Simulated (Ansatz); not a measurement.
# LiC6: the cost of one run

Program: Ansatz 0.2.0. Level of theory: DFT PBEsol, scalar-relativistic, plane waves, PAW. These are calculated values, not measurements.

1 further run of the same task is left out (set aside as unsound or not needed).

## 1. The structure to begin with

The structure is hexagonal, space group P6/mmm (No. 191). Conventional cell: a = 4.309 Å, b = 4.309 Å, c = 3.660 Å, α = 90.00°, β = 90.00°, γ = 120.00°. Li (site symmetry 6/mmm) has 12 C at 2.33 Å in its first shell of neighbours. Around C (site symmetry m2m) lie 3 C at 1.43 to 1.44 Å and 2 Li at 2.33 Å.

Structure file:

```
Li C
1.0
     4.30943    0.00000    0.00000
    -2.15472    3.73208    0.00000
     0.00000    0.00000    3.65978
Li C
1 6
Direct
  0.00000 0.00000 0.00000
  0.00000 0.33362 0.50000
  0.66638 0.66638 0.50000
  0.33362 0.00000 0.50000
  0.00000 0.66638 0.50000
  0.33362 0.33362 0.50000
  0.66638 0.00000 0.50000
```

It goes back to an entry of the Materials Project, which need not be the stable form.

It is the result of an earlier relaxation at this level (volume 8.41 Å³/atom; gap on the mesh: none (metal)).

## 2. Static run: bands, density of states and charges

input.yaml reads:

```yaml
crystal:
  lattice:
    - [4.3069321529, 0.0, 0.0]
    - [-2.1534660765, 3.7299126568, 0.0]
    - [0.0, 0.0, 3.6495039]
  atoms:
    - { symbol: Li, position: [0.0, 0.0, 0.0] }
    - { symbol: C, position: [0.0, 0.3336124, 0.5], spin: 1.0 }
    - { symbol: C, position: [0.6663876, 0.6663876, 0.5], spin: 1.0 }
    - { symbol: C, position: [0.3336124, 0.0, 0.5], spin: 1.0 }
    - { symbol: C, position: [0.0, 0.6663876, 0.5], spin: 1.0 }
    - { symbol: C, position: [0.3336124, 0.3336124, 0.5], spin: 1.0 }
    - { symbol: C, position: [0.6663876, 0.0, 0.5], spin: 1.0 }
basis:
  ecutwfc: 420
kpoints:
  mp_grid: { grid: [6, 6, 6] }
hamiltonian:
  xc: pbesol
scf:
  occupations: { method: gaussian, width: 0.1 }
  lower_state_search: "off"
output:
  forces: true
  stress: true
  eigenvalues: true
  populations: true
magnetization:
  spin_polarized: true
```

Run with:

```console
> ansatz run input.yaml --threads 2 --pin off --max-ram 5120MiB --backend cpu --events-out ev --progress --plain --runs-dir out
```

**Question.** How long does this run take on 2 threads of Arm Neoverse V2, shared host, and how much memory does it need?

About 3.4 s, with a peak of 0.34 GiB.
